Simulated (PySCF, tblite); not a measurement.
**C₂H₁₀OSi₄: geometry, infrared bands and NMR shifts**

What infrared bands and NMR shifts should C₂H₁₀OSi₄ (`O=C[Si@@H]1C[SiH2][SiH2][SiH2]1`) show?

Computed with tblite 0.8.0 and PySCF 2.14.0, with density-fitted response routines of our own, on a single molecule in the gas phase. Atoms are numbered from 0 throughout.

## (1) The molecule as given

17 atoms, charge 0, multiplicity 1; geometry from: force field or distance geometry start.

Bonds of the start (Å): O0–C1 1.22, C1–Si2 1.83, Si2–C3 1.83, C3–Si4 1.82, Si4–Si5 2.25, Si5–Si6 2.26, Si6–Si2 2.23, C1–H7 1.10, Si2–H8 1.48, C3–H9 1.12, C3–H10 1.12, Si4–H11 1.48, Si4–H12 1.48, Si5–H13 1.45, Si5–H14 1.47, Si6–H15 1.46, Si6–H16 1.48.

## (2) Optimising the geometry with GFN2-xTB

The job: settings as JSON, then the geometry in Å.

```
{"job": {"kind": "relax", "xc": "GFN2-xTB", "basis": "xTB"}, "charge": 0, "multiplicity": 1}
O      2.944100    -0.119600    -1.261200
C      2.719000     0.383400    -0.175800
Si     1.094900     0.177000     0.647000
C      0.305500    -1.451800     0.397400
Si    -1.156300    -1.355400    -0.688600
Si    -2.205200     0.524900    -0.042700
Si    -0.333600     1.782000     0.048000
H      3.526700     0.943200     0.323900
H      1.328100     0.331200     2.099900
H     -0.025100    -1.855100     1.391100
H      1.040700    -2.204300     0.008700
H     -2.056600    -2.529000    -0.604700
H     -0.723900    -1.127100    -2.082800
H     -3.130000     1.006600    -1.050700
H     -2.814700     0.376400     1.287200
H     -0.442700     2.872900     1.019200
H     -0.078200     2.256700    -1.325800
```

Launch:

```console
$ OMP_NUM_THREADS=1 python probes_run.py task.json out
```

One launch serves the whole session: the jobs run in the order shown.

**Question.** This job is followed by: GFN2-xTB harmonic vibrations, gas phase; GIAO PBE0/pcSseg-1 NMR shielding, non-relativistic, gas phase. What will the session give for the following? strongest single infrared mode (GFN2-xTB); zero-point energy (GFN2-xTB); ¹³C shifts against TMS (PBE0/pcSseg-1); ¹H shifts against TMS (PBE0/pcSseg-1); ¹⁷O shifts against H2O (PBE0/pcSseg-1); ²⁹Si shifts against TMS (PBE0/pcSseg-1).

**Answer**, as computed:

| quantity | value |
| --- | --- |
| strongest single infrared mode (GFN2-xTB) | 2133 cm⁻¹, 432 km/mol |
| zero-point energy (GFN2-xTB) | 63.9 kcal/mol |
| ¹³C shifts against TMS (PBE0/pcSseg-1) | 263.8, -9.3 ppm |
| ¹H shifts against TMS (PBE0/pcSseg-1) | 12.75, 4.91, 4.30, 4.13, 3.72, 3.61, 3.34, 3.34, 0.35, -0.28 ppm |
| ¹⁷O shifts against H2O (PBE0/pcSseg-1) | 905.3 ppm |
| ²⁹Si shifts against TMS (PBE0/pcSseg-1) | -46.2, -71.8, -118.0, -120.6 ppm |

Relaxing lowered the energy by 0.844 eV in 160 steps; the close pair that moved most is Si2–Si6, from 2.231 to 2.337 Å. No mode is imaginary among the 45: a minimum at this level. The strongest single mode, at 2133 cm⁻¹, moves mainly H11 and H14. GFN2-xTB is a fitted tight-binding method: band positions and strengths are rough. Its intensities can rank the bands wrongly. At PBE0/pcSseg-1: The largest span, 1979 ppm, is at O0, where the paramagnetic term is -973 ppm.
